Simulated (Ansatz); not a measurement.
# Ga2GeSe2: the cost of one run

Computed with Ansatz 0.2.0 (DFT PBE, scalar-relativistic, plane waves, PAW, unless a step's input says otherwise).

### Step 1. Starting point

Symmetry: P-3m1, No. 164, trigonal system. The conventional cell has a = 4.383 Å, b = 4.383 Å, c = 7.614 Å, α = 90.00°, β = 90.00°, γ = 120.00°. Ga (site symmetry 3m) has 4 Se at 2.63 to 2.82 Å in its first shell of neighbours. Around Ge (site symmetry -3m) lie 6 Ga at 3.25 Å and 6 Se at 3.74 Å. Se (site symmetry 3m) has 4 Ga at 2.63 to 2.82 Å and 3 Ge at 3.74 Å in its first shell of neighbours.

Structure file:

```cif
data_structure
_symmetry_space_group_name_H-M 'P 1'
_symmetry_Int_Tables_number 1
_cell_length_a 4.3830
_cell_length_b 4.3830
_cell_length_c 7.6135
_cell_angle_alpha 90.000
_cell_angle_beta 90.000
_cell_angle_gamma 120.000
_cell_volume 126.66
loop_
_atom_site_label
_atom_site_type_symbol
_atom_site_fract_x
_atom_site_fract_y
_atom_site_fract_z
_atom_site_occupancy
Ga1 Ga 0.33333 0.66667 0.26840 1
Ga2 Ga 0.66667 0.33333 0.73160 1
Ge1 Ge 0.00000 0.00000 0.00000 1
Se1 Se 0.33333 0.66667 0.63830 1
Se2 Se 0.66667 0.33333 0.36170 1
```

The cell is invented: species swapped into a database cell of EuAl2Ge2 (P-3m1, No. 164), with Ge on the Eu sites, Se on the Al sites and Ga on the Ge sites. The dimensions are guesses.

### Step 2. A first look at the guess

Input file input.yaml:

```yaml
crystal:
  lattice:
    - [4.38297376, 0.0, 0.0]
    - [-2.19148688, 3.79576662, 0.0]
    - [0.0, 0.0, 7.61351942]
  atoms:
    - { symbol: Ga, position: [0.33333333, 0.66666667, 0.26840001] }
    - { symbol: Ga, position: [0.66666667, 0.33333333, 0.73159999] }
    - { symbol: Ge, position: [0.0, 0.0, 0.0] }
    - { symbol: Se, position: [0.33333333, 0.66666667, 0.6383] }
    - { symbol: Se, position: [0.66666667, 0.33333333, 0.3617] }
basis:
  ecutwfc: 420
kpoints:
  mp_grid: { grid: [6, 6, 2] }
hamiltonian:
  xc: pbe
scf:
  occupations: { method: gaussian, width: 0.1 }
  lower_state_search: "off"
output:
  forces: true
  stress: true
  eigenvalues: true
```

Run with:

```console
> ansatz run input.yaml --threads 1 --pin off --max-ram 2560MiB --backend cpu --events-out ev --progress --plain --runs-dir out
```

What time and memory should one allow on 1 thread of Intel Xeon at 2.50GHz (Skylake/Cascade Lake), shared host?

About 9 s, with a peak of 0.45 GiB.
